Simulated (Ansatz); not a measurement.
# CH₉GaSi₂: a ladder of functionals and wavefunction methods

Aim: compute CH₉GaSi₂ with functionals from several rungs and with coupled cluster. The yardstick is the atomisation energy at the CCSD(T) limit.

The runs use Ansatz 0.2.0, Gaussian basis; functionals in def2-TZVPP, the program's frozen cores in correlated methods.

Levels to be run: PBE-D4, r2SCAN-D4, PBE0-D4, B3LYP-D4, ωB97X-V, ωB97M-V, B2PLYP; CCSD(T)/def2-TZVPP; MP2/def2-QZVPP; extrapolation to the limit.

## Step 1: The relaxed structure

The geometry comes from an earlier relaxation with PBE0-D4 in a triple-zeta def2 set; it is a stationary point, not always the lowest conformer.

13 atoms, charge 0, spin multiplicity 1.

Atoms are counted from 1 here; the program's logs count them from 0.

Bond lengths: C1–Si2 1.870 Å, C1–H5 1.092 Å, C1–H6 1.091 Å, C1–H7 1.092 Å, Si2–Si3 2.329 Å, Si2–H8 1.493 Å, Si2–H12 1.523 Å, Si3–H9 1.483 Å, Si3–H10 1.492 Å, Si3–H11 1.519 Å, Ga4–H13 1.711 Å. Angles: Si2–C1–H5 110.2°, Si2–C1–H6 110.4°, Si2–C1–H7 110.4°, H5–C1–H6 108.9°, H5–C1–H7 108.1°, H6–C1–H7 108.8°, C1–Si2–Si3 115.4°, C1–Si2–H8 109.8°, C1–Si2–H12 112.2°, Si3–Si2–H8 111.4°, Si3–Si2–H12 104.4°, H8–Si2–H12 102.7°, Si2–Si3–H9 113.5°, Si2–Si3–H10 113.8°, Si2–Si3–H11 106.4°, H9–Si3–H10 108.8°, H9–Si3–H11 110.3°, H10–Si3–H11 103.5°.

Coordinates:

```mol
CH9GaSi2
  3D, bonds by distance, orders not assigned

 13 11  0  0  0  0  0  0  0  0999 V2000
   -1.1521    1.5051   -0.4626 C   0  0
   -0.6324   -0.2868   -0.5850 Si  0  0
    1.6175   -0.7056   -0.1521 Si  0  0
   -0.1869   -1.5682    2.2604 Ga  0  0
   -0.7297    2.0770   -1.2920 H   0  0
   -0.8064    1.9372    0.4771 H   0  0
   -2.2399    1.5909   -0.5113 H   0  0
   -1.0464   -0.8449   -1.9064 H   0  0
    2.3788    0.5032    0.2463 H   0  0
    2.3327   -1.3753   -1.2773 H   0  0
    1.6556   -1.7414    0.9578 H   0  0
   -1.3798   -1.1723    0.4029 H   0  0
    0.2095    0.0463    1.8570 H   0  0
  1  2  8  0
  1  5  8  0
  1  6  8  0
  1  7  8  0
  2  3  8  0
  2  8  8  0
  2 12  8  0
  3  9  8  0
  3 10  8  0
  3 11  8  0
  4 13  8  0
M  END
```

## Step 2: PBE-D4 (GGA)

Contents of in.yaml:

```yaml
crystal:
  periodic: [false, false, false]
  atoms:
    - {symbol: C, position_ang: [-1.152135, 1.505100, -0.462604]}
    - {symbol: Si, position_ang: [-0.632377, -0.286788, -0.585021]}
    - {symbol: Si, position_ang: [1.617493, -0.705559, -0.152107]}
    - {symbol: Ga, position_ang: [-0.186948, -1.568191, 2.260383]}
    - {symbol: H, position_ang: [-0.729697, 2.077016, -1.292017]}
    - {symbol: H, position_ang: [-0.806437, 1.937183, 0.477119]}
    - {symbol: H, position_ang: [-2.239853, 1.590862, -0.511310]}
    - {symbol: H, position_ang: [-1.046397, -0.844932, -1.906369]}
    - {symbol: H, position_ang: [2.378834, 0.503237, 0.246289]}
    - {symbol: H, position_ang: [2.332671, -1.375295, -1.277322]}
    - {symbol: H, position_ang: [1.655574, -1.741443, 0.957801]}
    - {symbol: H, position_ang: [-1.379846, -1.172290, 0.402919]}
    - {symbol: H, position_ang: [0.209518, 0.046300, 1.857039]}
basis:
  gaussian: {orbitals: def2-TZVPP}
hamiltonian: {xc: pbe, dispersion: d4}
output: {forces: true, orbitals: {seedname: orbitals}}
```

Run with:

```bash
$ ansatz run in.yaml --threads 4 --pin off --events-out ev --progress --plain --max-ram 10444MiB
```

Further steps of the session: r2SCAN-D4 (meta-GGA); PBE0-D4 (hybrid); B3LYP-D4 (hybrid); ωB97X-V (range-separated); ωB97M-V (range-separated); B2PLYP (double hybrid); CCSD(T) in def2-TZVPP; MP2 in def2-QZVPP.

**Question.** What will the summary of the whole plan be? Wanted: atomisation energy, CCSD(T)/CBS; farthest; mean size of error, hybrid; mean size of error, range-separated; gap, smallest and largest; T1 diagnostic; triples share of the correlation energy.

**Answer**, as computed:

```
                               quantity                                                   value
        atomisation energy, CCSD(T)/CBS                                               39.833 eV
    functionals within 0.398 eV (1.0 %)  PBE-D4, r2SCAN-D4, PBE0-D4, B3LYP-D4, ωB97X-V, ωB97M-V
                               farthest                                      B2PLYP (-0.772 eV)
             mean size of error, hybrid                                                0.217 eV
    mean size of error, range-separated                                                0.087 eV
              gap, smallest and largest                     3.25 eV (PBE-D4), 8.88 eV (ωB97X-V)
                          T1 diagnostic                                                  0.0141
triples share of the correlation energy                                                   3.8 %
```

PBE-D4 is off by -0.215 eV. Double hybrids carry the basis error of their MP2 part in triple zeta, and no dispersion term here, so their miss is partly the set-up's. Misses under about 0.398 eV are within the doubt on the reference itself, which lacks core-valence correlation, relativity and higher excitations, and its outer-core shells are covered unevenly. Hartree-Fock recovers 75 % of the binding; the rest is correlation. Orbital gaps span 3.2 to 8.9 eV; exact exchange widens them. Correlated methods include outer-core shells of Ga, which these sets cover unevenly.
